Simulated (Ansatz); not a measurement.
# CHFOSi (SMILES O[Si]#CF): one structure at several levels

The task here is to estimate one member of a computed series from the others.

The runs use Ansatz 0.2.0, Gaussian basis; single points in def2-TZVPP.

Cores are frozen in the correlated methods.

## Where the work starts

5 atoms, charge 0, spin multiplicity 1.

Atoms are counted from 1 here; the program's logs count them from 0.

Bond lengths: O1–Si2 1.638 Å, O1–H5 0.970 Å, Si2–C3 1.769 Å, C3–F4 1.385 Å. Angles: Si2–O1–H5 129.4°, O1–Si2–C3 159.8°, Si2–C3–F4 121.9°.

Coordinates:

| atom | x (Å) | y (Å) | z (Å) |
| --- | --- | --- | --- |
| O1 | -1.2188 | 1.2203 | -0.2649 |
| Si2 | -0.1455 | 0.0240 | 0.0516 |
| C3 | 1.3857 | -0.7744 | 0.4363 |
| F4 | 1.4362 | -2.0817 | 0.8904 |
| H5 | -1.4342 | 1.6459 | -1.1090 |

The first run:

The input, run/in.yaml:

```yaml
crystal:
  periodic: [false, false, false]
  atoms:
    - {symbol: O, position_ang: [-1.218800, 1.220300, -0.264900]}
    - {symbol: Si, position_ang: [-0.145500, 0.024000, 0.051600]}
    - {symbol: C, position_ang: [1.385700, -0.774400, 0.436300]}
    - {symbol: F, position_ang: [1.436200, -2.081700, 0.890400]}
    - {symbol: H, position_ang: [-1.434200, 1.645900, -1.109000]}
basis:
  gaussian: {orbitals: def2-TZVPP}
correlation: {method: ccsd_t}
output: {forces: true}
```

The command line of these runs was not kept.

Among the steps run: CCSD(T)/def2-TZVPP; PBE0-D4/def2-TZVPP; wB97M-V/def2-TZVPP; r2SCAN-D4/def2-TZVPP; PBE-D4/def2-TZVPP; r2SCAN0-D4/def2-TZVPP; SPW92/def2-TZVPP.

One table of the session follows, with a row left open; its other results are not shown here.

| method | RMS force component (eV/Å) | angle to CCSD(T) forces (°) | dipole (D) |
| --- | --- | --- | --- |
| CCSD(T) | 0.723 | reference | 3.89 |
| PBE0-D4 | 0.842 | 15.4 | 4.03 |
| wB97M-V | 0.758 | 13.6 | 4.14 |
| r2SCAN-D4 | ? | ? | ? |
| PBE-D4 | 0.668 | 16.8 | 3.71 |
| r2SCAN0-D4 | 0.912 | 18.9 | 4.15 |
| SPW92 | 0.868 | 26.0 | 3.82 |

Estimate the missing values for r2SCAN-D4.

The run gave: RMS force component (eV/Å): 0.749; angle to CCSD(T) forces (°): 10.1; dipole (D): 3.90. In the column «RMS force component (eV/Å)» it lies between CCSD(T) (0.723) and wB97M-V (0.758).
